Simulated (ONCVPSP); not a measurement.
**Nickel: generating and testing an ONCV potential**

Do these settings give a usable potential? It is generated, then checked for transferability, scattering, ghosts and hardness.

The numbers are computed with ONCVPSP 4.0.1 (PBEsol, scalar-relativistic, spin-unpolarised reference atom).

### Step 1. The atom and the settings

Typed settings, in words:

```json
{"element": "nickel (Ni, Z = 28)", "type": "optimised norm-conserving Vanderbilt (ONCV)", "frozen core": "[Ne] 3s2", "valence charge": "16", "reference configuration": "3p6 3d8.5 4s1.5", "partial waves": "4s: rc 1.85 bohr, ncon 4, nbas 9, qcut 3.2 1/bohr, 2 projectors, debl 3.5 Ha; 3p: rc 0.90 bohr, ncon 5, nbas 8, qcut 14.3 1/bohr, 2 projectors, debl 3.9 Ha; 3d: rc 1.10 bohr, ncon 3, nbas 8, qcut 17.4 1/bohr, 2 projectors, debl 3 Ha", "local potential": "polynomial inside 0.75 bohr (lpopt 5, dvloc0 2 Ha)", "core correction": "polynomial model core, fcfact 0.6"}
```

### Step 2. Generating the potential

Ni.dat reads:

```
# ATOM AND REFERENCE CONFIGURATION
# atsym  z   nc   nv     iexc    psfile
  Ni 28.00    4    3  -116133      upf
#
#   n    l    f
    1    0    2.00
    2    0    2.00
    2    1    6.00
    3    0    2.00
    3    1    6.00
    3    2    8.50
    4    0    1.50
#
# PSEUDOPOTENTIAL AND OPTIMIZATION
# lmax
    2
#
#   l,   rc,      ep,       ncon, nbas, qcut
    0    1.85    0.00    4    9    3.20
    1    0.90    0.00    5    8   14.30
    2    1.10    0.00    3    8   17.40
#
# LOCAL POTENTIAL
# lloc, lpopt,  rc(5),   dvloc0
    4    5    0.75    2.00
#
# VANDERBILT-KLEINMAN-BYLANDER PROJECTORs
# l, nproj, debl
    0    2    3.50
    1    2    3.90
    2    2    3.00
#
# MODEL CORE CHARGE
# icmod, fcfact, rcfact
    1    0.60    0.00
#
# LOG DERIVATIVE ANALYSIS
# epsh1, epsh2, depsh
   -4.00    5.00    0.02
#
# OUTPUT GRID
# rlmax, drl
    6.00    0.01
#
# TEST CONFIGURATIONS
# ncnf
    4
# nvcnf
#   n    l    f
    3
    3    1    6.00
    3    2    8.00
    4    0    2.00
#
    3
    3    1    6.00
    3    2    8.00
    4    0    1.00
#
    3
    3    1    6.00
    3    2    8.00
    4    0    0.00
#
    3
    3    1    6.00
    3    2    6.00
    4    0    0.00
#
```

The run is started by

```bash
$ oncvpsp.x < Ni.dat > Ni.out
```

Before running it: what results should come out? Wanted: cutoffs for 1 and 0.1 mHa per electron, occupied waves; bound ghosts; GHOST(+) flags; largest test error; largest phase difference near zero energy, channels read; rms error of d²Exc/dn², without and with the model core.

As calculated:

```
                                                quantity                                       value
  cutoffs for 1 and 0.1 mHa per electron, occupied waves                            98 Ha and 113 Ha
                                            bound ghosts                             s at -117.09 eV
                                          GHOST(+) flags                          none at low energy
                            largest test error (AE − PS)  -15 meV, for 3p6 3d8 4s2 (1 test unsolved)
largest phase difference near zero energy, channels read                                   0.001 rad
 rms error of d²Exc/dn², without and with the model core                           3.89 and 0.94 mHa
```

What this shows: It has a bound ghost (s), a state that the atom doesn't have, and that rules the file out. By total energies transferability is good where solved: the largest error is 15 meV on 1.2 eV, for 3p6 3d8 4s2. Atomic tests can pass in spite of a ghost, since they solve only for the levels asked. Of the tests 1 gave no usable energy difference, which is a warning in itself. By its cutoff, 98 Ha for the looser tolerance, it is very hard. At the looser tolerance the 3d wave is the slowest; 3p needs 77 Ha. Near zero energy the phases of the channels with partial waves agree within 0.001 rad. These are tests on the free atom; a crystal test is still owed.
